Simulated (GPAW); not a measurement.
The system is Ta3AsAu2O13.

```xyz
19
Lattice="5.7238 -0.0075 -0.0040 1.3028 6.2550 0.0056 0.2757 1.3007 8.3675" Properties=species:S:1:pos:R:3 pbc="T T T"
Ta    1.8016    2.6675    4.8901
Ta    0.6106    1.9943    8.3559
Ta    4.2828    4.5395    4.2252
As    4.7578    6.6860    6.9518
Au    3.4916    0.8150    1.5556
Au    1.4492    5.7148    3.7432
O     4.8936    5.2811    5.9496
O     3.3221    1.7411    5.8246
O     6.2809    6.7422    7.6940
O     3.3672    6.6706    7.9235
O     4.5687    1.8638    0.2577
O     1.7240    1.5064    0.9269
O     0.9962    1.2256    4.1088
O     3.3758    2.9946    3.6400
O     0.9058    2.6910    6.5776
O     6.1615    3.9169    3.8186
O     4.0664    5.7780    2.9290
O     2.4385    4.7506    5.2300
O     6.5613    6.2408    1.8957
```

The cell was built by a generator and needn't be a form met in nature.

Base run:

* Program: GPAW 26.7.0
* Functional: r2SCAN
* Potentials or basis: GPAW PAW data sets (gpaw-data 1.2.1)
* Cutoff: 800 eV
* Basis: pw
* k mesh: 4 × 3 × 3
* Occupations: fermi-dirac, width 0.05 eV
* Spin: no spin polarisation

Its results: band gap on the k mesh 1.57 eV, indirect (least direct gap 1.61 eV); pressure -2.9 GPa; largest force 0.625 eV/Å.

Task: The run is repeated on the same cell with these changes: functional from r2SCAN to PBE. What comes out?

Result: Band gap on the k mesh 1.31 eV, indirect (least direct gap 1.36 eV); pressure 2.2 GPa; largest force 0.490 eV/Å.

r2SCAN gives the wider gap, since meta-GGAs in the generalised Kohn-Sham scheme recover part of the derivative discontinuity.

Caveats: spin-orbit coupling is left out, which moves the levels of the heavy elements; the PAW data sets were made with another functional, which shifts forces and pressure a little (some runs); an odd mesh through Γ misses points on the zone boundary, where band edges often lie (some runs).

Not every run made on this cell is shown here.
